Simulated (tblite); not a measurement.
# C7H19NSi: the cost of one run

The runs use tblite 0.8.0 and PySCF 2.14.0, with density-fitted response routines of our own; the level of theory stands in each step. All values are computed, except where a source is named. Atoms are numbered from 0 throughout.

### Step 1. The molecule as given

28 atoms, charge 0, multiplicity 1; geometry from: force field or distance geometry start.

Bonds of the start (Å): C0–C1 1.54, C1–C2 1.55, C1–Si3 1.91, Si3–N4 1.72, Si3–C5 1.98, C5–C6 1.55, C5–C7 1.54, C5–C8 1.54, C0–H9 1.09, C0–H10 1.10, C0–H11 1.09, C1–H12 1.08, C2–H13 1.10, C2–H14 1.08, C2–H15 1.09, Si3–H16 1.48, N4–H17 1.02, N4–H18 1.01, C6–H19 1.09, C6–H20 1.10, C6–H21 1.10, C7–H22 1.10, C7–H23 1.11, C7–H24 1.09, C8–H25 1.10, C8–H26 1.09, C8–H27 1.10.

### Step 2. Optimising the geometry with GFN2-xTB

Job settings and geometry (Å):

```
{"job": {"kind": "relax", "xc": "GFN2-xTB", "basis": "xTB"}, "charge": 0, "multiplicity": 1}
C      2.246000     1.295800     0.317200
C      1.571800     0.281700    -0.627100
C      2.679700    -0.543000    -1.319900
Si     0.272100    -0.824000     0.220100
N      0.783000    -1.303800     1.792000
C     -1.510300     0.031200     0.316800
C     -1.441900     1.366400     1.093000
C     -2.021700     0.318800    -1.104100
C     -2.506400    -0.910100     1.028500
H      2.907300     1.953600    -0.239700
H      1.495500     1.934500     0.810900
H      2.824800     0.803900     1.101000
H      1.036600     0.838300    -1.384000
H      3.367000     0.120400    -1.859800
H      3.251400    -1.123800    -0.608100
H      2.238000    -1.227400    -2.047000
H      0.122600    -2.088500    -0.524700
H      1.667900    -1.805900     1.718200
H      0.122900    -1.966800     2.182100
H     -0.804400     2.099100     0.593100
H     -1.050400     1.230300     2.113700
H     -2.441200     1.810900     1.192500
H     -3.019400     0.775500    -1.065000
H     -2.108900    -0.613600    -1.700000
H     -1.370900     1.009200    -1.647400
H     -2.226000    -1.110000     2.069500
H     -2.593500    -1.866600     0.511700
H     -3.512700    -0.458900     1.058200
```

Launch:

```sh
OMP_NUM_THREADS=1 python probes_run.py task.json out
```

One launch serves the whole session: the jobs run in the order shown.

**Question.** How long does this first job take on 1 thread of Arm Neoverse N1, shared host, and how much memory does it need?

About 1.1 s, with a peak of 0.18 GiB.
